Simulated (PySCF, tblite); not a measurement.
**C2H8O3SSi: geometry, infrared bands and NMR shifts**

What infrared bands and NMR shifts should C2H8O3SSi (`C[SiH2]OS(C)(=O)=O`) show?

Programs: tblite 0.8.0 and PySCF 2.14.0, with density-fitted response routines of our own. Each step states its level of theory. These are calculated values for one molecule in the gas phase, unless marked as measured. Atoms count from 0, in the outputs and in this text.

## Step 1: The molecule as given

15 atoms, charge 0, multiplicity 1; geometry from: force field or distance geometry start.

Bonds of the start (Å): C0–Si1 1.86, Si1–O2 1.64, O2–S3 1.62, S3–C4 1.77, S3–O5 1.46, S3–O6 1.45, C0–H7 1.10, C0–H8 1.09, C0–H9 1.10, Si1–H10 1.49, Si1–H11 1.47, C4–H12 1.09, C4–H13 1.09, C4–H14 1.09.

## Step 2: Geometry optimisation with GFN2-xTB

What the job is given:

```
{"job": {"kind": "relax", "xc": "GFN2-xTB", "basis": "xTB"}, "charge": 0, "multiplicity": 1}
C      2.397900     0.345700     0.272200
Si     1.224300    -0.324100    -1.000500
O     -0.339500     0.151400    -0.865600
S     -1.018300    -0.259700     0.541500
C     -2.666200     0.272200     0.173800
O     -1.058500    -1.709400     0.681400
O     -0.510400     0.595600     1.596500
H      2.190600    -0.051700     1.272800
H      3.430700     0.094800     0.027400
H      2.313700     1.437700     0.337800
H      1.307900    -1.808600    -1.040400
H      1.701500     0.119900    -2.320300
H     -3.034600    -0.284400    -0.687100
H     -2.642000     1.344100    -0.047300
H     -3.301500     0.084400     1.035800
```

Run with:

```bash
$ OMP_NUM_THREADS=1 python probes_run.py task.json out
```

The driver reads the jobs from task.json and runs them one after another.

Output:

```text
step      E/eV     max force
  0    -696.41394    1.880
  1    -696.52033    1.068
  2    -696.56718    0.613
  3    -696.59265    0.527
  4    -696.60777    0.505
  5    -696.62266    0.453
  6    -696.63905    0.302
  7    -696.64846    0.263
  8    -696.65720    0.200
  9    -696.66280    0.179
 10    -696.66638    0.190
 11    -696.66893    0.138
 12    -696.67147    0.131
 13    -696.67355    0.095
 14    -696.67481    0.098
 15    -696.67541    0.060
 16    -696.67583    0.050
 17    -696.67631    0.062
 18    -696.67693    0.079
 19    -696.67761    0.072
 20    -696.67824    0.073
 21    -696.67881    0.060
 22    -696.67935    0.057
 23    -696.67982    0.045
 24    -696.68018    0.046
 25    -696.68046    0.035
 26    -696.68071    0.052
 27    -696.68092    0.041
 28    -696.68105    0.031
 29    -696.68113    0.023
 30    -696.68121    0.034
 31    -696.68130    0.036
 32    -696.68139    0.026
 33    -696.68147    0.029
 34    -696.68155    0.026
 35    -696.68164    0.035
 36    -696.68171    0.028
 37    -696.68176    0.017
 38    -696.68181    0.022
 39    -696.68185    0.023
 40    -696.68189    0.020
 41    -696.68193    0.018
 42    -696.68196    0.015
 43    -696.68199    0.018
 44    -696.68202    0.020
 45    -696.68205    0.012
 46    -696.68206    0.009
```

Run time: 0.94 s. Hardware: 1 thread of Intel Xeon at 2.50GHz, shared host; peak memory 0.18 GiB.

Relaxation path: (not every step is listed)

```tsv
step	energy from step 0 (eV)	largest force (eV/Å)
0	0.0000	1.8804
1	-0.1064	1.0677
2	-0.1532	0.6131
3	-0.1787	0.5267
4	-0.1938	0.5053
5	-0.2087	0.4532
6	-0.2251	0.3019
7	-0.2345	0.2630
8	-0.2433	0.1996
11	-0.2550	0.1382
14	-0.2609	0.0977
17	-0.2624	0.0624
20	-0.2643	0.0735
23	-0.2659	0.0455
26	-0.2668	0.0517
29	-0.2672	0.0232
32	-0.2674	0.0258
35	-0.2677	0.0348
38	-0.2679	0.0221
41	-0.2680	0.0181
42	-0.2680	0.0153
43	-0.2681	0.0178
44	-0.2681	0.0199
45	-0.2681	0.0119
46	-0.2681	0.0087
```

Distances of close pairs at the start and the end, largest changes first:

```tsv
bond	before (Å)	after (Å)	change (Å)
O2–S3	1.615	1.575	-0.041
C0–Si1	1.856	1.892	+0.036
S3–O5	1.457	1.428	-0.029
Si1–H10	1.487	1.463	-0.025
S3–C4	1.770	1.794	+0.023
S3–O6	1.450	1.428	-0.022
Si1–O2	1.640	1.656	+0.016
C4–H13	1.095	1.081	-0.014
```

The final coordinates are the input of the step that follows.

## Step 3: Infrared spectrum with GFN2-xTB

What the job is given:

```
{"job": {"kind": "ir", "xc": "GFN2-xTB", "basis": "xTB"}, "charge": 0, "multiplicity": 1}
C      2.418059     0.339335     0.289235
Si     1.281346    -0.383964    -1.039443
O     -0.282239     0.098032    -0.783114
S     -1.013847    -0.255460     0.565617
C     -2.667409     0.289974     0.135189
O     -0.993044    -1.670801     0.751476
O     -0.491255     0.557923     1.616232
H      2.135740    -0.036727     1.271012
H      3.463886     0.100969     0.118542
H      2.325628     1.423462     0.328047
H      1.308936    -1.845971    -1.076962
H      1.414437     0.220584    -2.366510
H     -2.983050    -0.282759    -0.725151
H     -2.608930     1.345381    -0.090015
H     -3.312673     0.108010     0.983932
```

Output:

```text
mode    cm-1     km/mol
  1     -17.8      4.92
  2      68.2      1.12
  3      91.5      2.10
  4     107.3      0.48
  5     120.5      5.43
  6     181.0      6.93
  7     252.1     10.47
  8     281.0      1.67
  9     425.5     32.07
 10     449.7     88.84
 11     463.9     26.72
 12     477.6    104.40
 13     608.5     21.92
 14     673.5    121.35
 15     699.0     70.08
 16     725.5    219.34
 17     756.5    211.43
 18     781.0    150.55
 19     817.9     84.36
 20     835.1    250.15
 21     844.9     21.15
 22     857.6    169.18
 23     879.2    483.15
 24    1137.1    311.62
 25    1261.8     64.32
 26    1286.4    518.42
 27    1362.2     27.93
 28    1420.0      8.54
 29    1421.7     11.02
 30    1455.2      4.72
 31    1460.2      1.74
 32    2244.0    368.07
 33    2255.7    156.79
 34    3016.3     12.44
 35    3023.0      7.17
 36    3046.0     18.55
 37    3071.3      0.12
 38    3089.5      1.88
 39    3096.5      1.96
```

It took 1.6 s on 1 thread of Intel Xeon at 2.50GHz, shared host; peak memory 0.18 GiB.

The strongest bands and the atoms that carry them (share of the mass-weighted mode):

```tsv
cm⁻¹	km/mol	atoms
726	219.3	C4 38 %, S3 32 %
756	211.4	H11 44 %, H10 40 %
835	250.2	H14 22 %, H8 17 %, H7 13 %
858	169.2	H8 17 %, H14 16 %, Si1 15 %
879	483.1	O2 68 %, S3 10 %, H11 10 %
1137	311.6	O6 35 %, O5 35 %, S3 26 %
1286	518.4	S3 45 %, O6 27 %, O5 27 %
2244	368.1	H11 78 %, H10 18 %
```

## Step 4: Nuclear shieldings: PBE0/pcSseg-1

Same as in step 3 but for these lines:

```diff
@@ -1,2 +1,2 @@
-{"job": {"kind": "ir", "xc": "GFN2-xTB", "basis": "xTB"}, "charge": 0, "multiplicity": 1}
+{"job": {"kind": "nmr", "xc": "PBE0", "basis": "pcSseg-1"}, "charge": 0, "multiplicity": 1}
 C      2.418059     0.339335     0.289235
```

Level: GIAO PBE0/pcSseg-1 NMR shielding, non-relativistic, gas phase.

Output:

```text
coarse grid: 13640 points
cycle   1  E = -993.3591645687  dE =  1.655e+00  |g| = 1.244e+00  |ddm| = 3.670e+00
cycle   2  E = -992.9178423292  dE =  4.413e-01  |g| = 2.011e+00  |ddm| = 2.340e+00
cycle   3  E = -993.6230328207  dE = -7.052e-01  |g| = 2.360e-01  |ddm| = 1.599e+00
cycle   4  E = -993.6329788750  dE = -9.946e-03  |g| = 8.319e-02  |ddm| = 2.143e-01
cycle   5  E = -993.6340058076  dE = -1.027e-03  |g| = 2.808e-02  |ddm| = 6.208e-02
cycle   6  E = -993.6341731117  dE = -1.673e-04  |g| = 3.591e-03  |ddm| = 2.176e-02
cycle   7  E = -993.6341759771  dE = -2.865e-06  |g| = 1.080e-03  |ddm| = 4.086e-03
final grid: 122688 points
cycle   8  E = -993.7080719836  dE = -1.950e-05  |g| = 1.244e-02  |ddm| = 2.203e-02
cycle   9  E = -993.7080469045  dE =  2.508e-05  |g| = 1.673e-02  |ddm| = 2.116e-02
cycle  10  E = -993.7081025056  dE = -5.560e-05  |g| = 1.672e-03  |ddm| = 1.239e-02
cycle  11  E = -993.7081029976  dE = -4.920e-07  |g| = 2.445e-04  |ddm| = 1.350e-03
cycle  12  E = -993.7081030061  dE = -8.513e-09  |g| = 1.534e-04  |ddm| = 2.772e-04
cycle  13  E = -993.7081030102  dE = -4.055e-09  |g| = 3.087e-05  |ddm| = 1.187e-04
cycle  14  E = -993.7081030103  dE = -1.689e-10  |g| = 7.622e-06  |ddm| = 2.451e-05
converged SCF energy = -993.7081030103

GIAO shielding tensors (ppm)
atom      isotropic    diamagn.    paramagn.     s11        s22        s33       span
  0 C      186.989     256.387     -69.398    174.285    188.704    197.979     23.694
  1 Si     362.348     882.255    -519.907    305.979    378.880    402.185     96.206
  2 O      138.352     407.675    -269.324     59.165    113.342    242.548    183.384
  3 S      198.322    1055.288    -856.966     55.253    161.146    378.569    323.316
  4 C      141.891     255.203    -113.312    117.463    119.271    188.940     71.477
  5 O       97.893     400.539    -302.646     80.916     87.730    125.032     44.116
  6 O       90.612     402.453    -311.841     65.724     86.886    119.226     53.502
  7 H       30.411      33.002      -2.591     25.237     30.104     35.892     10.656
  8 H       31.750      28.867       2.883     27.521     27.691     40.038     12.517
  9 H       30.899      32.239      -1.340     26.718     28.831     37.147     10.429
 10 H       26.319      30.517      -4.198     22.444     25.480     31.035      8.592
 11 H       26.861      30.407      -3.546     22.781     25.540     32.261      9.480
 12 H       29.023      29.647      -0.624     25.626     27.335     34.108      8.482
 13 H       28.974      30.433      -1.459     25.595     27.378     33.951      8.357
 14 H       29.009      27.078       1.931     26.051     26.616     34.360      8.308
```

Wall time 67 s (1 thread of Intel Xeon at 2.50GHz, shared host); peak memory 0.86 GiB.

Shifts follow as δ = σ(reference) − σ, with reference shieldings (ppm) from runs at the same level and on the same kind of geometry: 1H TMS 31.72, 13C TMS 186.9, 29Si TMS 349.2, 17O H2O 336.1, 33S CS2 504. The references are single molecules in the gas phase, so shifts against H2O, NH3, PH3, H3PO4 or CFCl3 are not on the usual liquid scales and can be off by tens of ppm. Atoms listed in one row are averaged.

```tsv
atoms	environment	σ (ppm)	δ (ppm)	δ scaled to CDCl3
C4	methyl carbon bonded to S	141.9	45.0	37.6
C0	methyl carbon bonded to Si	187.0	-0.1	-2.0
H10, H11	hydrogen on a silicon bonded to C, O	26.59	5.13	–
H12, H13, H14	hydrogen on a methyl carbon bonded to S	29.00	2.71	2.66
H7, H8, H9	hydrogen on a methyl carbon bonded to Si	31.02	0.70	0.76
Si1	silicon bonded to C, O, 2 H	362.3	-13.2	–
O5, O6	S=O oxygen	94.3	241.8	–
O2	oxygen bonded to S, Si	138.4	197.7	–
S3	sulfonyl sulfur	198	305	–
```

The scaled column applies a straight-line fit of computed shieldings to shifts measured in CDCl3, with any fitted terms for Cl, Br or S neighbours (root-mean-square error 0.16 ppm for H, 1.9 ppm for C).

The run also stored atomic charges by several schemes (e):

```tsv
atoms	Mulliken	IAO	Hirshfeld	ESP fit
C0	-0.65	-0.74	-0.21	-0.62
Si1	0.81	0.98	0.41	0.73
O2	-0.65	-0.83	-0.21	-0.47
S3	1.11	2.18	0.56	1.18
C4	-0.36	-0.63	-0.12	-0.67
O5, O6	-0.52	-0.88	-0.31	-0.53
```

Mayer bond orders: C0–Si1 0.98, Si1–O2 0.79, O2–S3 0.95, S3–C4 0.94, S3–O5 1.77, S3–O6 1.80.

## Step 5: Summary of results

| quantity | value |
| --- | --- |
| strongest single infrared mode (GFN2-xTB) | 1286 cm⁻¹, 518 km/mol |
| zero-point energy (GFN2-xTB) | 64.4 kcal/mol |
| 13C shifts against TMS (PBE0/pcSseg-1) | 45.0, -0.1 ppm |
| 1H shifts against TMS (PBE0/pcSseg-1, means over atoms taken as alike) | 5.13, 2.71, 0.70 ppm |
| 29Si shifts against TMS (PBE0/pcSseg-1) | -13.2 ppm |
| 17O shifts against H2O (PBE0/pcSseg-1, means over atoms taken as alike) | 241.8, 197.7 ppm |
| 33S shifts against CS2 (PBE0/pcSseg-1) | 305 ppm |

Over 46 steps the energy fell by 0.268 eV; of the close pairs, O2–S3 changed most, 1.615 to 1.575 Å. The lowest mode is slightly imaginary (18i cm⁻¹), a soft motion within the noise of the Hessian, so the minimum is not strictly shown. The strongest single mode, at 1286 cm⁻¹, has its largest shares on S3, O6 and O5 (the list is cut at 3 atoms). GFN2-xTB is a fitted tight-binding method: band positions and strengths are rough. Its intensities can rank the bands wrongly. At PBE0/pcSseg-1: Shielding is most anisotropic at S3 (span 323 ppm, paramagnetic term -857 ppm).
